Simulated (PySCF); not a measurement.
# N-Ethyl-1,2-Azaborine (C₆H₁₀BN): geometry, NMR shifts, spin-spin couplings and electronic excitations

What NMR shifts, spin-spin couplings and electronic excitations should N-Ethyl-1,2-Azaborine (C₆H₁₀BN) (`CCN1BC=CC=C1`) show?

Programs: PySCF 2.14.0, with density-fitted response routines of our own. Each step states its level of theory. These are calculated values for one molecule in the gas phase, unless marked as measured. Atoms count from 0, in the outputs and in this text.

**1. The molecule as given**

18 atoms, charge 0, multiplicity 1; geometry from: GFN2-xTB.

Bonds of the start (Å): C0–C1 1.53, C1–N2 1.45, N2–B3 1.42, B3–C4 1.51, C4–C5 1.36, C5–C6 1.41, C6–C7 1.36, C7–N2 1.35, C0–H8 1.09, C0–H9 1.09, C0–H10 1.09, C1–H11 1.09, C1–H12 1.10, B3–H13 1.17, C4–H14 1.08, C5–H15 1.08, C6–H16 1.08, C7–H17 1.08.

**2. Relaxing the molecule at PBE0-D3(BJ)/def2-SVP**

The job: settings as JSON, then the geometry in Å.

```
{"job": {"xc": "PBE0", "basis": "def2-SVP", "d3": "d3bj", "grid": 1, "kind": "geom"}, "charge": 0, "multiplicity": 1}
C     -2.373176    -0.249740     0.663318
C     -1.607262     0.411303    -0.481802
N     -0.174892     0.262279    -0.307489
B      0.611530     1.247997     0.346764
C      2.078318     0.918951     0.509910
C      2.556934    -0.268207     0.040098
C      1.692048    -1.183122    -0.594958
C      0.370930    -0.895635    -0.743337
H     -2.083010     0.199439     1.610232
H     -2.153026    -1.314683     0.705599
H     -3.443478    -0.119396     0.524065
H     -1.842640     1.476744    -0.508082
H     -1.913900    -0.034316    -1.434829
H      0.092498     2.235752     0.708355
H      2.780171     1.589435     0.990810
H      3.601218    -0.540421     0.138181
H      2.076015    -2.119136    -0.970303
H     -0.294548    -1.598287    -1.231501
```

**Question.** This job is followed by: GIAO PBE0/pcSseg-1 NMR shielding, non-relativistic, gas phase; B3LYP/pcJ-1 indirect spin-spin coupling, non-relativistic, gas phase; TDDFT PBE0/def2-SVPD, vertical, gas phase, core orbitals frozen in the response; GIAO PBE/pcSseg-1 NMR shielding, non-relativistic, gas phase. What will the session give for the following? point group; rotational constants (main isotopes); 13C shifts against TMS (PBE0/pcSseg-1); 1H shifts against TMS (PBE0/pcSseg-1, means over atoms taken as alike); 15N shifts against NH3 (PBE0/pcSseg-1); 11B shifts against BF3·OEt2 (PBE0/pcSseg-1); largest coupling of the table (B3LYP/pcJ-1); lowest singlet (PBE0/def2-SVPD); brightest single state of those computed; lowest triplet; vertical ionisation energy (ΔSCF); range of the shift of N2.

The runs gave:

| quantity | value |
| --- | --- |
| point group | C1 |
| rotational constants (main isotopes) | 4.51, 1.49, 1.23 GHz |
| 13C shifts against TMS (PBE0/pcSseg-1) | 149.2, 143.2, 138.5, 117.3, 55.9, 21.9 ppm |
| 1H shifts against TMS (PBE0/pcSseg-1, means over atoms taken as alike) | 7.71, 7.23, 7.20, 6.52, 5.44, 3.71, 1.32 ppm |
| 15N shifts against NH3 (PBE0/pcSseg-1) | 210.3 ppm |
| 11B shifts against BF3·OEt2 (PBE0/pcSseg-1) | 30.5 ppm |
| largest coupling of the table (B3LYP/pcJ-1) | 1J(C,H) C7–H17, 175.0 Hz |
| lowest singlet (PBE0/def2-SVPD) | 4.96 eV (250 nm), f = 0.160 |
| brightest single state of those computed | state 7, 6.81 eV, f = 0.356 |
| lowest triplet | 3.37 eV |
| vertical ionisation energy (ΔSCF) | 8.25 eV |
| range of the shift of N2 | 210.3 to 217.9 ppm |

In words: Relaxing lowered the energy by 0.066 eV in 4 steps; the close pair that moved most is B3–H13, from 1.173 to 1.210 Å. No frequency check was run at this level, so the end point may be a saddle. At PBE0/pcSseg-1: The largest span, 325 ppm, is at N2, where the paramagnetic term is -273 ppm. Of the pairs tabulated at B3LYP/pcJ-1, C7–H17 couples most strongly (175.0 Hz; Fermi contact 173.9 Hz). Couplings across rotatable bonds belong to this one conformer; where others are populated, the observed values are averages. The lowest singlet, at 4.96 eV, is HOMO→LUMO 0.91 and is bright; of the 10 states computed, the strongest absorption comes from state 7 at 6.81 eV. The lowest triplet lies 1.59 eV below the lowest singlet (triplets in Tamm-Dancoff, singlets in full TDDFT). The orbital energy would give 6.43 eV for ionisation, ΔSCF gives 8.25 eV. Across the 2 runs the shift of N2 moves most, between 210.3 (PBE0/pcSseg-1) and 217.9 ppm (PBE/pcSseg-1).
